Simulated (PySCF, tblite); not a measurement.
# C₃H₈Cl₂SSi: geometry, infrared bands and NMR shifts

What infrared bands and NMR shifts should C₃H₈Cl₂SSi (`SCC[SiH2]C(Cl)Cl`) show?

Computed with tblite 0.8.0 and PySCF 2.14.0, with density-fitted response routines of our own, on a single molecule in the gas phase. Atoms count from 0, in the outputs and in this text.

### 1 The starting structure

15 atoms, charge 0, multiplicity 1; geometry from: force field or distance geometry start.

Bonds of the start (Å): S0–C1 1.81, C1–C2 1.52, C2–Si3 1.87, Si3–C4 1.85, C4–Cl5 1.78, C4–Cl6 1.77, S0–H7 1.33, C1–H8 1.09, C1–H9 1.10, C2–H10 1.11, C2–H11 1.09, Si3–H12 1.47, Si3–H13 1.48, C4–H14 1.10.

### 2 Geometry optimisation with GFN2-xTB

The job: settings as JSON, then the geometry in Å.

```
{"job": {"kind": "relax", "xc": "GFN2-xTB", "basis": "xTB"}, "charge": 0, "multiplicity": 1}
S     -2.507000    -1.720900    -1.125800
C     -1.379800    -0.805400    -0.050300
C     -0.546600     0.186200    -0.848400
Si     0.587300     1.303200     0.140500
C      1.865100     0.405600     1.139900
Cl     2.680800    -0.803200     0.118800
Cl     1.120200    -0.379500     2.535100
H     -1.571400    -2.325000    -1.859200
H     -1.962300    -0.307900     0.731000
H     -0.734500    -1.543600     0.459200
H     -1.231800     0.851800    -1.410700
H      0.046000    -0.344900    -1.594200
H      1.244900     2.228700    -0.794700
H     -0.241500     2.163500     1.021800
H      2.626400     1.099500     1.515000
```

Launch:

```console
> OMP_NUM_THREADS=1 python probes_run.py task.json out
```

The driver reads the jobs from task.json and runs them one after another.

**Question.** This job is followed by: GFN2-xTB harmonic vibrations, gas phase; GIAO PBE0/pcSseg-1 NMR shielding, non-relativistic, gas phase. Predict these results of the whole session: strongest single infrared mode (GFN2-xTB); zero-point energy (GFN2-xTB); 13C shifts against TMS (PBE0/pcSseg-1); 1H shifts against TMS (PBE0/pcSseg-1, means over atoms taken as alike); 33S shifts against CS2 (PBE0/pcSseg-1); 29Si shifts against TMS (PBE0/pcSseg-1); 35Cl shifts against HCl (PBE0/pcSseg-1, means over atoms taken as alike).

The runs gave:

```
                                                                quantity                             value
                               strongest single infrared mode (GFN2-xTB)             2278 cm⁻¹, 283 km/mol
                                            zero-point energy (GFN2-xTB)                     61.6 kcal/mol
                                  13C shifts against TMS (PBE0/pcSseg-1)              72.4, 28.6, 20.5 ppm
  1H shifts against TMS (PBE0/pcSseg-1, means over atoms taken as alike)  5.75, 4.33, 2.81, 1.74, 1.42 ppm
                                  33S shifts against CS2 (PBE0/pcSseg-1)                           -34 ppm
                                 29Si shifts against TMS (PBE0/pcSseg-1)                         -31.4 ppm
35Cl shifts against HCl (PBE0/pcSseg-1, means over atoms taken as alike)                           222 ppm
```

What this shows: Relaxing lowered the energy by 0.153 eV in 41 steps; the close pair that moved most is Si3–C4, from 1.854 to 1.932 Å. No mode is imaginary among the 39: a minimum at this level. The strongest single mode, at 2278 cm⁻¹, moves mainly H12. Unscaled tight-binding wavenumbers are off by several per cent, some by more. Its intensities can rank the bands wrongly. C4 stands next to heavy halogen, whose spin-orbit shielding this run leaves out, so the computed shift lies too far downfield, most of all for carbon beside Br or I. H14 (hydrogen on an sp3 CH bonded to 2 Cl and Si) lies farthest downfield among hydrogen, at 5.75 ppm; its carbon carries Cl, hence the downfield position. At PBE0/pcSseg-1: The widest tensor belongs to Cl5, Cl6: span 579 ppm, with a paramagnetic part of -419 ppm.
